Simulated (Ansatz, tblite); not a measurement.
# The cluster Cd5Cl4NiSe4: charged states by level of theory

An exercise on one series of results from a longer session: the logs are not shown, and one member is left open.

Computed with Ansatz 0.2.0, Gaussian basis. Level: as each input shows.

The runs, in order: charge +1 doublet, at the geometry of the triplet (PBE0-D4/def2-TZVP, PBE-D4/def2-TZVP, r2SCAN-D4/def2-TZVP, PBE-QIDH/def2-TZVP, revPBE-D4/def2-TZVP, r2SCANh-D4/def2-TZVP); charge +1 doublet, relaxed (PBE0-D4/def2-TZVP, PBE-D4/def2-TZVP); charge -1 doublet, at the geometry of the triplet (PBE0-D4/def2-TZVP, PBE-D4/def2-TZVP, r2SCAN-D4/def2-TZVP, PBE-QIDH/def2-TZVP, revPBE-D4/def2-TZVP, r2SCANh-D4/def2-TZVP); charge +1 quartet, at the geometry of the triplet (PBE0-D4/def2-TZVP, PBE-D4/def2-TZVP, r2SCAN-D4/def2-TZVP); charge -1 quartet, at the geometry of the triplet (PBE0-D4/def2-TZVP, PBE-D4/def2-TZVP, r2SCAN-D4/def2-TZVP); the starting triplet's energies come from earlier runs.

2 further runs of the same task are left out: 2 that didn't finish. Runs told in other sessions of the task aren't counted.

## The geometry

The triplet was relaxed beforehand with r2SCAN-D4/def2-SVP.

14 atoms, charge 0, spin multiplicity 3.

Atoms are counted from 1 here; the program's logs count them from 0.

Bond lengths: Se1–Ni5 2.379 Å, Se1–Cd7 2.634 Å, Se1–Cd8 2.551 Å, Se2–Cd6 2.698 Å, Se2–Cd7 2.591 Å, Se2–Cd9 2.526 Å, Se3–Ni5 2.308 Å, Se3–Cd6 2.669 Å, Se3–Cd10 2.593 Å, Se4–Cd8 2.567 Å, Se4–Cd9 2.560 Å, Se4–Cd10 2.677 Å, Ni5–Cl11 2.278 Å, Cd6–Cl11 2.929 Å, Cd6–Cl12 2.343 Å, Cd7–Cl11 2.798 Å, Cd7–Cl13 2.842 Å, Cd8–Cl13 2.668 Å and more. Angles: Ni5–Se1–Cd7 74.4°, Ni5–Se1–Cd8 96.6°, Cd7–Se1–Cd8 79.7°, Cd6–Se2–Cd7 86.8°, Cd6–Se2–Cd9 97.6°, Cd7–Se2–Cd9 79.4°, Ni5–Se3–Cd6 86.6°, Ni5–Se3–Cd10 112.5°, Cd6–Se3–Cd10 120.4°, Cd8–Se4–Cd9 75.9°, Cd8–Se4–Cd10 89.3°, Cd9–Se4–Cd10 96.9°, Se1–Ni5–Se3 133.0°, Se1–Ni5–Cl11 101.8°, Se3–Ni5–Cl11 105.5°, Se2–Cd6–Se3 115.1°, Se2–Cd6–Cl11 88.0°, Se2–Cd6–Cl12 119.6° and more.

Cd takes a core potential in the def2 sets. No spin-orbit coupling is included.

The first run:

The input, in.yaml:

```yaml
crystal:
  periodic: [false, false, false]
  atoms:
    - {symbol: Se, position_ang: [-1.888876, 2.198755, -1.176250]}
    - {symbol: Se, position_ang: [1.650570, -1.228798, -2.077068]}
    - {symbol: Se, position_ang: [-1.256068, -1.187324, 1.394924]}
    - {symbol: Se, position_ang: [2.029243, 1.856249, 1.786235]}
    - {symbol: Ni, position_ang: [-2.300446, 0.044555, -0.254304]}
    - {symbol: Cd, position_ang: [-0.138606, -2.587597, -0.583074]}
    - {symbol: Cd, position_ang: [-0.181863, 0.580656, -2.362453]}
    - {symbol: Cd, position_ang: [0.220785, 2.695472, 0.169271]}
    - {symbol: Cd, position_ang: [2.364859, 0.434544, -0.315779]}
    - {symbol: Cd, position_ang: [0.208697, 0.278908, 2.953403]}
    - {symbol: Cl, position_ang: [-2.262818, -1.273434, -2.112242]}
    - {symbol: Cl, position_ang: [-0.215070, -4.925789, -0.713937]}
    - {symbol: Cl, position_ang: [1.800752, 2.579685, -1.977570]}
    - {symbol: Cl, position_ang: [-0.031148, 0.534107, 5.268843]}
basis:
  gaussian: {orbitals: def2-TZVP, fitting: {mean_field: def2-universal-jkfit}}
total_charge: 1
magnetization: {spin_polarized: true, initial_magnetization: 1}
hamiltonian: {xc: pbe0, dispersion: d4}
scf: {omitted_lower_state_checks: [starts]}
output: {orbitals: {seedname: orbitals}}
```

On the command line:

```bash
ansatz run in.yaml --threads 2 --pin off --events-out ev --progress --plain --max-ram 32768MiB --backend cuda --devices 0, --max-vram 18GiB
```

Steps of the session up to this table: Charge +1 doublet at the fixed geometry, PBE0-D4/def2-TZVP; Charge +1 doublet at the fixed geometry, PBE-D4/def2-TZVP; Charge +1 doublet at the fixed geometry, r2SCAN-D4/def2-TZVP; Charge +1 doublet at the fixed geometry, PBE-QIDH/def2-TZVP; Charge +1 doublet at the fixed geometry, revPBE-D4/def2-TZVP; Charge +1 doublet at the fixed geometry, r2SCANh-D4/def2-TZVP; Relaxing the charge +1 doublet; Charge +1 doublet, PBE0-D4/def2-TZVP; Charge +1 doublet, PBE-D4/def2-TZVP; Charge -1 doublet at the fixed geometry, PBE0-D4/def2-TZVP; Charge -1 doublet at the fixed geometry, PBE-D4/def2-TZVP; Charge -1 doublet at the fixed geometry, r2SCAN-D4/def2-TZVP; Charge -1 doublet at the fixed geometry, PBE-QIDH/def2-TZVP; Charge -1 doublet at the fixed geometry, revPBE-D4/def2-TZVP; Charge -1 doublet at the fixed geometry, r2SCANh-D4/def2-TZVP.

One table of the session follows, with a row left open; its other results are not shown here.

It belongs to the step «Vertical electron affinity». Beside −ε(LUMO) of the starting state (over both spins):

```
               level  −ε(LUMO) (eV)  by difference (eV)  mismatch (eV)
    PBE-D4/def2-TZVP           5.54                3.35          +2.19
 revPBE-D4/def2-TZVP           5.43                3.26          +2.18
 r2SCAN-D4/def2-TZVP           5.42                3.26          +2.16
r2SCANh-D4/def2-TZVP              ?                   ?              ?
   PBE0-D4/def2-TZVP           4.41                3.39          +1.02
```

**Question.** Estimate the row for r2SCANh-D4/def2-TZVP.

As computed: −ε(LUMO) (eV): 4.94; by difference (eV): 3.26; mismatch (eV): +1.68. In the column «−ε(LUMO) (eV)» it lies between PBE0-D4/def2-TZVP (4.41) and r2SCAN-D4/def2-TZVP (5.42).
